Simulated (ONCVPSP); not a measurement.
# Iodine: generating and testing an ONCV potential

Task: generate the file, and judge it by its errors in other configurations, its logarithmic derivatives, its ghosts and its cutoff.

Program: ONCVPSP 4.0.1. Reference atom: LDA (Perdew-Wang 92), scalar-relativistic, spherical and spin-unpolarised. All values are calculated.

## Step 1: The atom and the settings

The settings as typed:

```
element                 : iodine (I, Z = 53)
type                    : optimised norm-conserving Vanderbilt (ONCV)
frozen core             : [Kr] 4d10
valence charge          : 7
reference configuration : 5s2 5p4.75 (charge +0.25)
partial waves           : 5s: rc 1.65 bohr, ncon 5, nbas 9, qcut 3.8 1/bohr, 2 projectors, debl 2.3 Ha; 5p: rc 2.05 bohr, ncon 4, nbas 7, qcut 4 1/bohr, 1 projector
local potential         : polynomial inside 1.30 bohr (lpopt 5, dvloc0 1 Ha)
core correction         : polynomial model core, fcfact 0.7
```

An earlier all-electron run gives the scale for the radii.

All-electron outer shells of the reference configuration (LDA (PZ), scalar-relativistic, ld1.x):

```json
{"shell": "4p", "level (eV)": "-129.59", "outermost node (bohr)": "0.37", "outermost maximum (bohr)": "0.72"}
{"shell": "4d", "level (eV)": "-52.58", "outermost node (bohr)": "0.35", "outermost maximum (bohr)": "0.78"}
{"shell": "5s", "level (eV)": "-19.77", "outermost node (bohr)": "0.88", "outermost maximum (bohr)": "1.70"}
{"shell": "5p", "level (eV)": "-9.22", "outermost node (bohr)": "0.96", "outermost maximum (bohr)": "2.00"}
```

## Step 2: The generation run

The input, I.dat:

```
# ATOM AND REFERENCE CONFIGURATION
# atsym  z   nc   nv     iexc    psfile
  I 53.00    9    2  -001012      upf
#
#   n    l    f
    1    0    2.00
    2    0    2.00
    2    1    6.00
    3    0    2.00
    3    1    6.00
    3    2   10.00
    4    0    2.00
    4    1    6.00
    4    2   10.00
    5    0    2.00
    5    1    4.75
#
# PSEUDOPOTENTIAL AND OPTIMIZATION
# lmax
    1
#
#   l,   rc,      ep,       ncon, nbas, qcut
    0    1.65    0.00    5    9    3.80
    1    2.05    0.00    4    7    4.00
#
# LOCAL POTENTIAL
# lloc, lpopt,  rc(5),   dvloc0
    4    5    1.30    1.00
#
# VANDERBILT-KLEINMAN-BYLANDER PROJECTORs
# l, nproj, debl
    0    2    2.30
    1    1    1.20
#
# MODEL CORE CHARGE
# icmod, fcfact, rcfact
    1    0.70    0.00
#
# LOG DERIVATIVE ANALYSIS
# epsh1, epsh2, depsh
   -2.00    5.00    0.02
#
# OUTPUT GRID
# rlmax, drl
    6.00    0.01
#
# TEST CONFIGURATIONS
# ncnf
    4
# nvcnf
#   n    l    f
    2
    5    0    2.00
    5    1    5.00
#
    2
    5    0    2.00
    5    1    4.00
#
    2
    5    0    2.00
    5    1    3.00
#
    2
    5    0    2.00
    5    1    2.00
#
```

Started as:

```
$ oncvpsp.x < I.dat > I.out
```

What does the calculation give? Wanted: cutoffs for 1 and 0.1 mHa per electron, occupied waves; bound ghosts; GHOST(+) flags; largest test error; largest phase difference near zero energy, channels read; rms error of d²Exc/dn², without and with the model core.

The runs gave:

| quantity | value |
| --- | --- |
| cutoffs for 1 and 0.1 mHa per electron, occupied waves | 23 Ha and 77 Ha |
| bound ghosts | none found |
| GHOST(+) flags | s at -9 eV, p at 5 eV |
| largest test error (AE − PS) | +27 meV, for 5s2 5p3 (1 test unsolved) |
| largest phase difference near zero energy, channels read | 3.010 rad |
| rms error of d²Exc/dn², without and with the model core | 6.86 and 0.33 mHa |

By total energies transferability is fair where solved: the largest error is 27 meV on 29.3 eV, for 5s2 5p3. Of the tests 1 gave no usable energy difference, which is a warning in itself. The potential is of middling hardness: the looser tolerance needs 23 Ha. The tighter tolerance needs 77 Ha, and converged work needs a cutoff nearer that. At the looser tolerance the 5s wave is the slowest; 5p needs 8 Ha. It is free of bound ghosts as far as tested. Near zero energy the largest phase difference among the channels read is 3.01 rad, in the p channel. A step near π is an extra or missing state, not a misfit of shape. The pseudo curves have a pole with no partner nearby in the atom's: p at 0.21 Ha. At positive energy that is a spurious or a displaced resonance. The program also flags highly localised states, GHOST(+) (s, p).
